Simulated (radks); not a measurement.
# Valence configurations of Ir²⁺

An exercise on one series of results from a longer session: the logs are not shown, and one member is left open.

The numbers are computed with radks (a radial shooting solver on a logarithmic mesh, Libxc functionals) version 1 (Dirac Kohn-Sham, BLYP, spin-unpolarised, spherical densities, point nucleus; open shells fill j = l - 1/2 first), except any that are marked as measured or tabulated.

### Starting point

```
element       : iridium (Z = 77)
charge        : +2
electrons     : 75
configuration : [Xe] 4f14 5d7
others tried  : 4f13 5d7 6p1; 4f12 5d9; 4f14 5d6 6p1; 4f14 5d4 6s2 6p1; 4f14 5d5 6s1 6p1; 4f14 5d6.5 6s0.5; 4f13.5 5d7.5; 4f14 5d5 6p2; 4f11.5 5d9 6p0.5
```

The first run:

Input:

```text
Z 77
configuration [Xe] 4f14 5d7
relativity Dirac
functional b88,lyp
spin unpolarised
j_filling energy
nucleus point
c 137.035999084
```

Steps of the session up to this table: [Xe] 4f14 5d7.

One table of the session follows, with a row left open; its other results are not shown here.

It belongs to the step «[Xe] 4f14 5d7». Radial moments (bohr):

```
level     <r>  outermost maximum (interpolated)  90 % within  nodes
4d5/2  0.4832                             0.431        0.723      1
5s1/2  0.9787                             0.891         1.40      4
5p1/2   1.065                             0.947         1.55      3
4f5/2  0.5316                             0.393        0.863      0
4f7/2  0.5393                             0.397        0.876      0
5p3/2   1.164                              1.03         1.69      3
5d3/2   1.603                              1.27         2.47      2
5d5/2       ?                                 ?            ?      ?
```

**Question.** Estimate the row for 5d5/2.

**Answer.** <r>: 1.660; outermost maximum (interpolated): 1.31; 90 % within: 2.56; nodes: 2. In the column «<r>» it is the highest.
